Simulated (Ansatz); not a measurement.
Task: a single point in a Gaussian basis of C₂H₂ClFOSi, SMILES OC1=C[Si]1(F)Cl, with Ansatz's Python interface. Give the script and its output. Use: PBE0, cc-pVDZ basis, multiplicity 1.

```xyz
8

O     1.2321   -1.2788   -0.2750
C     0.2942   -0.4247    0.3792
C    -1.0112   -0.5111    0.0578
Si   -0.5974    1.1671   -0.2051
F     0.1934    1.6254   -1.4720
Cl   -0.3715    2.2513    1.4951
H     1.8093   -1.5912    0.3964
H    -1.4568   -1.2952   -0.4321
```

The script, `energy_c2h2clfosi.py`:
```python
import logging
import sys

import ansatz as az
import numpy as np
import pandas as pd

logging.basicConfig(stream=sys.stdout, format="%(levelname)s %(message)s")
log = logging.getLogger("calc")
log.setLevel(logging.INFO)

BASIS = "cc-pVDZ"
XC = "PBE0"

GEOMETRY = """
O     1.23210   -1.27880   -0.27500
C     0.29420   -0.42470    0.37920
C    -1.01120   -0.51110    0.05780
Si   -0.59740    1.16710   -0.20510
F     0.19340    1.62540   -1.47200
Cl   -0.37150    2.25130    1.49510
H     1.80930   -1.59120    0.39640
H    -1.45680   -1.29520   -0.43210
"""


def main() -> None:
    mol = az.Crystal.molecule()
    for line in GEOMETRY.strip().splitlines():
        symbol, *xyz = line.split()
        mol = mol.atom(symbol, [float(v) for v in xyz])

    setup = (
        mol.calculation()
        .basis(gaussian=BASIS)
        .functional(XC)
        .forces()
    )
    print(setup.to_yaml())
    done = setup.run()
    rep = done.report

    log.info("reference energy %16.6f eV" % rep["reference_energy_ev"])
    log.info("total energy     %16.6f eV" % rep["free_energy_ev"])
    print("occupied (up, down):", rep["n_occupied"], " virtual:", rep["n_virtual"], " frozen:", rep["n_frozen"])

    symbols = [site.symbol for site in mol.cartesian_sites]
    forces = np.array(rep["forces_ev_ang"])
    print("largest force", round(float(np.linalg.norm(forces, axis=1).max()), 4), "eV/A, rms", round(float(np.sqrt((forces ** 2).mean())), 4))

    charges = rep["charge_distribution"]
    table = pd.DataFrame({"atom": symbols, "mulliken": charges["mulliken_charges_e"], "lowdin": charges["lowdin_charges_e"]})
    print(table.round(3).to_string())
    print("dipole (e A):", np.round(charges["dipole_moment_e_ang"], 4) + 0.0)


if __name__ == "__main__":
    main()
```

```console
$ python energy_c2h2clfosi.py
crystal:
  periodic: [false, false, false]
  atoms:
    - { symbol: O, position_ang: [1.2321, -1.2788, -0.275] }
    - { symbol: C, position_ang: [0.2942, -0.4247, 0.3792] }
    - { symbol: C, position_ang: [-1.0112, -0.5111, 0.0578] }
    - { symbol: Si, position_ang: [-0.5974, 1.1671, -0.2051] }
    - { symbol: F, position_ang: [0.1934, 1.6254, -1.472] }
    - { symbol: Cl, position_ang: [-0.3715, 2.2513, 1.4951] }
    - { symbol: H, position_ang: [1.8093, -1.5912, 0.3964] }
    - { symbol: H, position_ang: [-1.4568, -1.2952, -0.4321] }
basis:
  gaussian:
    orbitals: cc-pVDZ
hamiltonian:
  xc: pbe0
output:
  forces: true

INFO reference energy    -27254.634826 eV
INFO total energy        -27254.634826 eV
occupied (up, down): [31, 31]  virtual: [71, 71]  frozen: 0
largest force 4.8272 eV/A, rms 1.641
  atom  mulliken  lowdin
0    O    -0.213   0.250
1    C    -0.063  -0.208
2    C    -0.081  -0.088
3   Si     0.613  -0.234
4    F    -0.246   0.147
5   Cl    -0.160   0.212
6    H     0.148  -0.069
7    H     0.003  -0.012
dipole (e A): [-0.1845 -0.0843 -0.0407]
```

Caveats:
- Total energies depend on the basis set; only differences at equal settings carry meaning.
- The geometry is a force-field or estimated start, not a minimum of this method, and the basis set is short of its limit.
- The Löwdin charges here are taken after orthogonalising the functions within each atom; they differ from plain Löwdin charges, and their signs can be unphysical.
- Finished in 7 s on 1 thread of Arm Neoverse V1, on a shared host, peak memory 0.32 GiB.

(Lines on the test bed's own set-up are left out of the output.)
